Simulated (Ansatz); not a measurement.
# AlGaH8Si2: the cost of one run

Method: the settings change from run to run; program: Ansatz 0.2.0, Gaussian basis.

### Step 1. The geometry

The structure was relaxed beforehand with PBE0-D4 in a triple-zeta def2 set.

SMILES `[AlH2][SiH2][SiH2][GaH2]`, 12 atoms, charge 0, spin multiplicity 1.

Atoms are counted from 1 here; the program's logs count them from 0.

Bond lengths: Al1–Si2 2.438 Å, Al1–H5 1.588 Å, Al1–H6 1.588 Å, Si2–Si3 2.355 Å, Si2–H7 1.493 Å, Si2–H8 1.493 Å, Si3–Ga4 2.397 Å, Si3–H9 1.492 Å, Si3–H10 1.492 Å, Ga4–H11 1.572 Å, Ga4–H12 1.572 Å. Angles: Si2–Al1–H5 120.0°, Si2–Al1–H6 119.9°, H5–Al1–H6 119.8°, Al1–Si2–Si3 106.3°, Al1–Si2–H7 114.0°, Al1–Si2–H8 114.0°, Si3–Si2–H7 107.3°, Si3–Si2–H8 107.3°, H7–Si2–H8 107.5°, Si2–Si3–Ga4 106.5°, Si2–Si3–H9 107.8°, Si2–Si3–H10 107.8°, Ga4–Si3–H9 113.5°, Ga4–Si3–H10 113.4°, H9–Si3–H10 107.5°, Si3–Ga4–H11 120.3°, Si3–Ga4–H12 120.2°, H11–Ga4–H12 119.2°.

Geometry (Å):

```xyz
12

Al   -2.4726    1.3956    0.9188
Si   -1.0038    0.1718   -0.5943
Si    1.0063   -0.1854    0.5799
Ga    2.4609   -1.3792   -0.9054
H    -2.4312    2.9826    0.9563
H    -3.3840    0.6044    1.9505
H    -0.6636    0.9150   -1.8433
H    -1.5272   -1.1670   -0.9966
H     0.6793   -0.9388    1.8255
H     1.5395    1.1471    0.9881
H     2.4170   -2.9491   -0.9670
H     3.3795   -0.5969   -1.9125
```

### Step 2. r2SCAN50/aug-pcseg-2

Options: charge +1, multiplicity 2.

File in.yaml:

```yaml
crystal:
  periodic: [false, false, false]
  atoms:
    - {symbol: Al, position_ang: [-2.472577, 1.395550, 0.918814]}
    - {symbol: Si, position_ang: [-1.003798, 0.171802, -0.594265]}
    - {symbol: Si, position_ang: [1.006289, -0.185413, 0.579851]}
    - {symbol: Ga, position_ang: [2.460870, -1.379233, -0.905446]}
    - {symbol: H, position_ang: [-2.431169, 2.982615, 0.956339]}
    - {symbol: H, position_ang: [-3.384035, 0.604375, 1.950508]}
    - {symbol: H, position_ang: [-0.663588, 0.914987, -1.843258]}
    - {symbol: H, position_ang: [-1.527209, -1.167026, -0.996611]}
    - {symbol: H, position_ang: [0.679261, -0.938826, 1.825521]}
    - {symbol: H, position_ang: [1.539476, 1.147148, 0.988133]}
    - {symbol: H, position_ang: [2.417018, -2.949126, -0.967049]}
    - {symbol: H, position_ang: [3.379463, -0.596864, -1.912548]}
basis:
  gaussian: {orbitals: aug-pcseg-2}
total_charge: 1
magnetization: {spin_polarized: true, initial_magnetization: 1}
hamiltonian: {xc: {name: r2SCAN50}}
output: {forces: true}
```

Launch:

```console
$ ansatz run in.yaml --threads 4 --pin off --events-out ev --progress --plain --max-ram 10444MiB
```

Q: Estimate wall time and peak memory on 4 threads of Arm Neoverse V1, shared host.

About 63 s, with a peak of 2.5 GiB.
